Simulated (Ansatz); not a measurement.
# HfIn4SiO6 (C2) in Ansatz: convergence with k mesh

Aim: find how far k mesh must go before the results for HfIn4SiO6 settle, at PBE. This setting moves, with any that are tied to it; all else stays.

All numbers are computed with Ansatz 0.2.0; they aren't measurements. Logs are shortened: lines on timing, memory, paths and dates and some standing lists are left out, and cuts for length are marked.

**1. Starting point**

It takes space group C2 (No. 5, monoclinic). The conventional cell has a = 5.432 Å, b = 9.407 Å, c = 7.635 Å, α = 90.00°, β = 104.03°, γ = 90.00°. Around Hf (site symmetry 2) lie 6 O at 2.13 to 2.14 Å. In (site symmetry 2) has 2 O at 2.73 Å and 4 In at 3.12 Å as nearest neighbours. In (site symmetry 2) has 6 O at 2.23 Å as nearest neighbours. In (site symmetry 2) has 2 O at 2.73 Å and 3 In at 3.07 to 3.12 Å as nearest neighbours. In (site symmetry 2) has 2 O at 2.73 Å and 3 In at 3.07 to 3.12 Å as nearest neighbours. Si (site symmetry 2) has 6 O at 1.85 Å as nearest neighbours. O (site symmetry 1) has 1 Si at 1.85 Å as nearest neighbours. O (site symmetry 1) has 1 Si at 1.85 Å as nearest neighbours.

The cell was built by a generator and needn't be a form met in nature.

**2. With k mesh 2 × 2 × 1**

Input file input.yaml:

```yaml
crystal:
  lattice:
    - [2.71603, -4.70332, 0.00448]
    - [2.71603, 4.70332, 0.00448]
    - [-1.86309, 0.0, 7.40415]
  atoms:
    - { symbol: Hf, position: [0.2048, 0.7952, 0.0] }
    - { symbol: In, position: [0.37139, 0.62861, 0.5] }
    - { symbol: In, position: [0.53812, 0.46188, 0.0] }
    - { symbol: In, position: [0.035, 0.965, 0.5] }
    - { symbol: In, position: [0.70907, 0.29093, 0.5] }
    - { symbol: Si, position: [0.87146, 0.12854, 0.0] }
    - { symbol: O, position: [0.10741, 0.06918, 0.86667] }
    - { symbol: O, position: [0.93082, 0.89259, 0.13333] }
    - { symbol: O, position: [0.83975, 0.3782, 0.86669] }
    - { symbol: O, position: [0.6218, 0.16025, 0.13331] }
    - { symbol: O, position: [0.19813, 0.46891, 0.13338] }
    - { symbol: O, position: [0.53109, 0.80187, 0.86662] }
hamiltonian:
  xc: pbe
  pseudopotentials: { kind: paw }
kpoints:
  mp_grid: { grid: [2, 2, 1] }
scf:
  occupations: { method: fermi_dirac, width: 0.05 }
output:
  forces: true
  stress: true
  eigenvalues: true
```

Potentials or basis: Ansatz PAW.

On the command line:

```
ansatz run input.yaml --threads 8 --pin off --max-ram 20480MiB --backend cpu --events-out ev --progress --plain --runs-dir out
```

It took 0.92 s on 8 threads of AMD EPYC 7B13 (Zen 3), shared host; peak memory 0.6 GiB.

Results:

```yaml
Free_energy: -42159.0303 eV
Pressure: 2.1 GPa
Largest_force: 0.438 eV/Å
```

**3. With k mesh 2 × 2 × 2**

Changes to input.yaml since step 2:

```diff
@@ -22,3 +22,3 @@
 kpoints:
-  mp_grid: { grid: [2, 2, 1] }
+  mp_grid: { grid: [2, 2, 2] }
 scf:
```

Potentials or basis: Ansatz PAW.

On the command line:

```
ansatz run input.yaml --threads 8 --pin off --max-ram 20480MiB --backend cpu --events-out ev --progress --plain --runs-dir out
```

Wall time 1.1 s (8 threads of AMD EPYC 7B13 (Zen 3), shared host); peak memory 0.74 GiB.

Results:

| Item | Value |
| --- | --- |
| Free energy | -42158.9727 eV |
| Pressure | 2.4 GPa |
| Largest force | 0.184 eV/Å |
| Band gap on the k mesh | 0.11 eV, direct |

**4. With k mesh 3 × 3 × 2**

Changes to input.yaml since step 3:

```diff
@@ -22,3 +22,3 @@
 kpoints:
-  mp_grid: { grid: [2, 2, 2] }
+  mp_grid: { grid: [3, 3, 2] }
 scf:
```

On the command line:

```
ansatz run input.yaml --threads 8 --pin off --max-ram 20480MiB --backend cpu --events-out ev --progress --plain --runs-dir out
```

It took 1.6 s on 8 threads of AMD EPYC 7B13 (Zen 3), shared host; peak memory 0.83 GiB.

Results:

```yaml
Free_energy: -42159.5009 eV
Pressure: 0.1 GPa
Largest_force: 0.245 eV/Å
Band_gap_on_the_k_mesh: none (metal or under the smearing width)
```

**5. With k mesh 4 × 4 × 2**

Changes to input.yaml since step 4:

```diff
@@ -22,3 +22,3 @@
 kpoints:
-  mp_grid: { grid: [3, 3, 2] }
+  mp_grid: { grid: [4, 4, 2] }
 scf:
```

On the command line:

```
ansatz run input.yaml --threads 8 --pin off --max-ram 20480MiB --backend cpu --events-out ev --progress --plain --runs-dir out
```

Run time: 2 s. Hardware: 8 threads of AMD EPYC 7B13 (Zen 3), shared host; peak memory 0.9 GiB.

Results:

| Quantity | Value |
| --- | --- |
| Free energy | -42159.3900 eV |
| Pressure | -0.4 GPa |
| Largest force | 0.062 eV/Å |
| Band gap on the k mesh | none (metal or under the smearing width) |

**6. With k mesh 4 × 4 × 3**

Changes to input.yaml since step 5:

```diff
@@ -22,3 +22,3 @@
 kpoints:
-  mp_grid: { grid: [4, 4, 2] }
+  mp_grid: { grid: [4, 4, 3] }
 scf:
```

Potentials or basis: Ansatz PAW.

On the command line:

```
ansatz run input.yaml --threads 8 --pin off --max-ram 20480MiB --backend cpu --events-out ev --progress --plain --runs-dir out
```

Wall time 2.4 s (8 threads of AMD EPYC 7B13 (Zen 3), shared host); peak memory 0.95 GiB.

It converged, with:

* Free energy: -42159.3564 eV
* Pressure: -0.4 GPa
* Largest force: 0.082 eV/Å
* Band gap on the k mesh: none (metal or under the smearing width)

**7. With k mesh 5 × 5 × 4**

Changes to input.yaml since step 6:

```diff
@@ -22,3 +22,3 @@
 kpoints:
-  mp_grid: { grid: [4, 4, 3] }
+  mp_grid: { grid: [5, 5, 4] }
 scf:
```

On the command line:

```
ansatz run input.yaml --threads 8 --pin off --max-ram 20480MiB --backend cpu --events-out ev --progress --plain --runs-dir out
```

It took 4.6 s on 8 threads of AMD EPYC 7B13 (Zen 3), shared host; peak memory 1.1 GiB.

It converged, with:

```yaml
Free_energy: -42159.1434 eV
Pressure: -0.2 GPa
Largest_force: 0.076 eV/Å
Band_gap_on_the_k_mesh: none (metal or under the smearing width)
```

**8. With k mesh 7 × 7 × 4**

Changes to input.yaml since step 7:

```diff
@@ -22,3 +22,3 @@
 kpoints:
-  mp_grid: { grid: [5, 5, 4] }
+  mp_grid: { grid: [7, 7, 4] }
 scf:
```

On the command line:

```
ansatz run input.yaml --threads 8 --pin off --max-ram 20480MiB --backend cpu --events-out ev --progress --plain --runs-dir out
```

Wall time 8.1 s (8 threads of AMD EPYC 7B13 (Zen 3), shared host); peak memory 1.2 GiB.

Results (log left out):

* Free energy: -42159.2282 eV
* Pressure: 0.1 GPa
* Largest force: 0.013 eV/Å
* Band gap on the k mesh: none (metal or under the smearing width)

**9. With k mesh 8 × 8 × 5**

Changes to input.yaml since step 8:

```diff
@@ -22,3 +22,3 @@
 kpoints:
-  mp_grid: { grid: [7, 7, 4] }
+  mp_grid: { grid: [8, 8, 5] }
 scf:
```

Potentials or basis: Ansatz PAW.

On the command line:

```
ansatz run input.yaml --threads 8 --pin off --max-ram 20480MiB --backend cpu --events-out ev --progress --plain --runs-dir out
```

Wall time 12 s (8 threads of AMD EPYC 7B13 (Zen 3), shared host); peak memory 1.4 GiB.

Results (log left out):

| Property | Result |
| --- | --- |
| Free energy | -42159.2712 eV |
| Pressure | 0.0 GPa |
| Largest force | 0.008 eV/Å |
| Band gap on the k mesh | none (metal or under the smearing width) |

**10. With k mesh 10 × 10 × 6**

Changes to input.yaml since step 9:

```diff
@@ -22,3 +22,3 @@
 kpoints:
-  mp_grid: { grid: [8, 8, 5] }
+  mp_grid: { grid: [10, 10, 6] }
 scf:
```

Potentials or basis: Ansatz PAW.

On the command line:

```
ansatz run input.yaml --threads 8 --pin off --max-ram 20480MiB --backend cpu --events-out ev --progress --plain --runs-dir out
```

The log of the run:

```text
Warning: RAYON_NUM_THREADS=8 ignored (pool sized by the plan → 8); use --threads N
Engine: ansatz 0.2.0, x86_64-unknown-linux-gnu
Pseudopotentials: kind: paw
Pseudopotential: Hf, paw, valence charge 26, recommended cutoff 420 eV (normal), Hf.paw.azcp
Pseudopotential: In, paw, valence charge 13, recommended cutoff 420 eV (normal), In.paw.azcp
Pseudopotential: Si, paw, valence charge 4, recommended cutoff 420 eV (normal), Si.paw.azcp
Pseudopotential: O, paw, valence charge 6, recommended cutoff 420 eV (normal), O.paw.azcp
Functional definition: PBE
  parameter kappa = 0.804
  parameter beta = 0.06672455060314922
  exchange = pbe_x(kappa = kappa, mu = beta*pi^2/3)
  correlation = pbe_c(beta = beta)
Crystal: 12 atoms, lattice volume = 189.245 Å³
Basis set: ecut = 420 eV, 3681 PW (Γ), exchange–correlation on 80×80×108 points (8 copies of the dense FFT grid, shifted against one another)
Bands: 71, of which v1, the nominal top of the filled ones, is band 59 counted from 1 (58 counted from 0)
Symmetry: 2 space group operations
Space group: C2 (ITA 5), of the structure as read, at distance tolerance 5.7e-5 Å
k-points: 172 of 600 (time reversal used)
Non-local potential: Hf, projectors of the file, l = 0: 3, l = 1: 2, l = 2: 2, l = 3: 3
Non-local potential: In, projectors of the file, l = 0: 2, l = 1: 2, l = 2: 2, l = 3: 2
Non-local potential: Si, projectors of the file, l = 0: 2, l = 1: 2, l = 2: 2
Non-local potential: O, projectors of the file, l = 0: 2, l = 1: 2, l = 2: 1
PAW form: soft (Blöchl's): semilocal exchange-correlation on the pseudo side does not see the compensation charge
PAW one-centre angular grid: Hf, 590 points (default); XC on 64 Gauss nodes
PAW one-centre angular grid: In, 590 points (default); XC on 64 Gauss nodes
PAW one-centre angular grid: Si, 110 points (default); XC on 64 Gauss nodes
PAW one-centre angular grid: O, 110 points (default); XC on 64 Gauss nodes
Initial density: superposition of atomic densities (neutral atoms: chi_scale 0, normalization atom), corrected by the library's trained network
[... 13 lines left out ...]
SCF converged after 8 iterations
Free energy (F): -42159.252351 eV
Harris-Foulkes:  -42159.252351 eV  (|F-HF|=2.57e-9)
Internal energy: -42159.236455 eV  (E = F + TS)
E sigma→0 (E₀):  -42159.244403 eV
Entropy (-TS):   -0.015896 eV (-1.325 meV/atom)
Fermi energy:    11.086810 eV
--- Per-component energies (eV) ---
  E_band       = -286.319744
  E_kinetic    = 2487.620393
  E_local      = -14828.728311  (includes V_loc(G=0)·N_el)
  E_nonlocal   = 535.269286
  E_hartree    = 6397.998174
  E_xc         = -1661.415021
  E_vxc        = -1277.894653  (∫ρ·V_xc dr)
  E_paw        = -25003.757918  (= ΣΔE_a)
  E_vpaw       = 1.403614  (= ΣTr[D̂ρ^β])
  E_aug_tail   = 0.014670  (compensation charges beyond the density's cutoff)
  E_ewald      = -10086.237727
  E_smearing   = -0.015896  (= −TS)
  E_closure    = 0.000000  (closes the sum)
  Σ components = -42159.252351   (vs F -42159.252351, Δ=0.00e0)
--- Forces (eV/Å), atoms counted from 1 ---
  atom   1  Hf     0.00000000     0.00237581     0.00000000
  atom   2  In     0.00000000    -0.01639171     0.00000000
  atom   3  In     0.00000000    -0.00164977     0.00000000
  atom   4  In     0.00000000    -0.03554075     0.00000000
  atom   5  In     0.00000000     0.05480019     0.00000000
  atom   6  Si     0.00000000    -0.00359875     0.00000000
  atom   7  O     -0.01473445    -0.00370511    -0.01346288
  atom   8  O      0.01473445    -0.00370511     0.01346288
  atom   9  O      0.01541998    -0.01144519    -0.01252327
  atom  10  O     -0.01541998    -0.01144519     0.01252327
  atom  11  O     -0.00465004     0.01514931     0.01229847
  atom  12  O      0.00465004     0.01514931    -0.01229847
  max |Σ_I F_I| component: 6.97e-6 eV/Å
--- Stress (GPa, compression-positive) ---
       -0.001238       0.000000       0.031156
        0.000000      -0.026277       0.000000
        0.031156       0.000000       0.016357
  P = ⅓ Tr σ = -0.0037 GPa (-0.037 kbar)
--- Band table (eV; the first three rows and the last of 172) ---
  k-point 0: bands = ["-52.7392", "-21.5189", "-21.5185", "-21.5183", "-10.6171", "-9.1408", "-9.1345", "-8.4557", "-8.2668", "-8.2563", "-4.6373", "-4.6370", "-4.6228", "-4.4002", "-4.3933", "-3.9888", "-3.8364", "-3.8305", "-3.7936", "-3.7934", "-3.7760", "-3.7759", "-3.6794", "-3.6792", "-3.6633", "-3.6593", "-3.6138", "-3.6091", "-3.5903", "-3.5893", "-2.6200", "-2.6104", "-2.6102", "-2.5726", "-2.5722", "-2.5679", "-2.5543", "1.0807", "2.4308", "3.2632", "3.2658", "4.0461", "4.2261", "4.6070", "4.6180", "5.2382", "5.3378", "5.3527", "6.2403", "6.4755", "6.6022", "6.8266", "6.9186", "6.9635", "7.3300", "7.4297", "10.1355", "10.3381", "10.6504", "10.7737", "10.9494", "10.9863", "11.5244", "11.8972", "12.8739", "13.2215", "13.2533", "15.2521", "16.2459", "16.7146", "16.7597"]
  k-point 1: bands = ["-52.7392", "-21.5189", "-21.5185", "-21.5183", "-10.6158", "-9.1391", "-9.1362", "-8.4591", "-8.2642", "-8.2589", "-4.6371", "-4.6371", "-4.6217", "-4.3985", "-4.3950", "-3.9864", "-3.8364", "-3.8305", "-3.7937", "-3.7933", "-3.7763", "-3.7756", "-3.6794", "-3.6792", "-3.6631", "-3.6593", "-3.6123", "-3.6103", "-3.5904", "-3.5896", "-2.6200", "-2.6103", "-2.6103", "-2.5725", "-2.5723", "-2.5679", "-2.5543", "1.1029", "2.4687", "3.2630", "3.2661", "3.9392", "4.2338", "4.6098", "4.6157", "4.9903", "5.3410", "5.3481", "6.5047", "6.5677", "6.6169", "6.8498", "6.9344", "6.9508", "7.3570", "7.4045", "10.1861", "10.2874", "10.5689", "10.7742", "10.9254", "11.0016", "11.1290", "12.2953", "12.9228", "13.2293", "13.2432", "15.1125", "16.3252", "16.5305", "16.8114"]
  k-point 2: bands = ["-52.7392", "-21.5189", "-21.5185", "-21.5183", "-10.6133", "-9.1395", "-9.1357", "-8.4659", "-8.2642", "-8.2588", "-4.6374", "-4.6368", "-4.6197", "-4.3982", "-4.3951", "-3.9816", "-3.8364", "-3.8305", "-3.7942", "-3.7927", "-3.7765", "-3.7754", "-3.6795", "-3.6793", "-3.6628", "-3.6593", "-3.6136", "-3.6086", "-3.5906", "-3.5901", "-2.6200", "-2.6104", "-2.6102", "-2.5725", "-2.5723", "-2.5679", "-2.5543", "1.1484", "2.5735", "3.2629", "3.2666", "3.6682", "4.2420", "4.6110", "4.6151", "4.7563", "5.3393", "5.3481", "6.5047", "6.5679", "6.7946", "6.9257", "6.9584", "7.3039", "7.3530", "7.4079", "10.1654", "10.2076", "10.2874", "10.8110", "10.8662", "10.9301", "10.9998", "12.6014", "13.1184", "13.2315", "13.2454", "14.8185", "16.3209", "16.5283", "16.8992"]
  k-point 171: bands = ["-52.7392", "-21.5266", "-21.5196", "-21.5180", "-10.1443", "-9.3586", "-8.9344", "-8.6635", "-8.6393", "-8.2975", "-4.6472", "-4.6340", "-4.6104", "-4.3941", "-4.3787", "-4.0787", "-3.8900", "-3.8740", "-3.8717", "-3.8310", "-3.8030", "-3.7655", "-3.7501", "-3.6514", "-3.6512", "-3.6359", "-3.5613", "-3.5538", "-3.5169", "-3.3677", "-2.6208", "-2.6126", "-2.6109", "-2.5906", "-2.5783", "-2.5607", "-2.5398", "1.5788", "2.9859", "3.1833", "3.5384", "3.8440", "4.0253", "4.5434", "4.6305", "5.0680", "5.3200", "5.3702", "5.9590", "6.0339", "6.3827", "6.4229", "6.6122", "7.1592", "7.4058", "7.6599", "7.9063", "8.7229", "9.0553", "11.8968", "12.4248", "13.0024", "13.1357", "13.2498", "13.8884", "15.1101", "15.4394", "15.5148", "15.8076", "16.1636", "16.3826"]
```

Wall time 23 s (8 threads of AMD EPYC 7B13 (Zen 3), shared host); peak memory 2 GiB.

Results:

| Item | Value |
| --- | --- |
| Free energy | -42159.2524 eV |
| Pressure | 0.0 GPa |
| Largest force | 0.055 eV/Å |
| Band gap on the k mesh | none (metal or under the smearing width) |

**11. Result**

```csv
k mesh,"energy less the tightest run, at zero smearing (meV/atom)",pressure (GPa),largest force (eV/Å),gap on the mesh (eV),SCF cycles,CPU time (s),peak memory (GiB)
2 × 2 × 1,19.06,2.11,0.438,-,11,5.1,0.6
2 × 2 × 2,23.55,2.42,0.184,0.114,9,6.9,0.74
3 × 3 × 2,-20.43,0.11,0.245,0.000,9,10,0.83
4 × 4 × 2,-11.73,-0.37,0.062,0.000,8,14,0.9
4 × 4 × 3,-8.93,-0.37,0.082,0.000,7,17,0.95
5 × 5 × 4,9.43,-0.16,0.076,0.000,8,34,1.1
7 × 7 × 4,2.12,0.05,0.013,0.000,8,61,1.2
8 × 8 × 5,-1.59,0.02,0.008,0.000,8,91,1.4
10 × 10 × 6,0.00,0.00,0.055,0.000,8,180,2
```

Against the tightest run, the pressure stays within 0.1 GPa from 7 × 7 × 4 on; the gap on the mesh stays within 0.01 eV from 3 × 3 × 2 on. Not settled before the last step: the energy (to 1 meV/atom), the largest force (to 0.005 eV/Å). Meshes of other sizes hit other points, so gaps and Fermi surfaces needn't settle smoothly. The tightest run that finished is the yardstick and may itself not be fully converged.
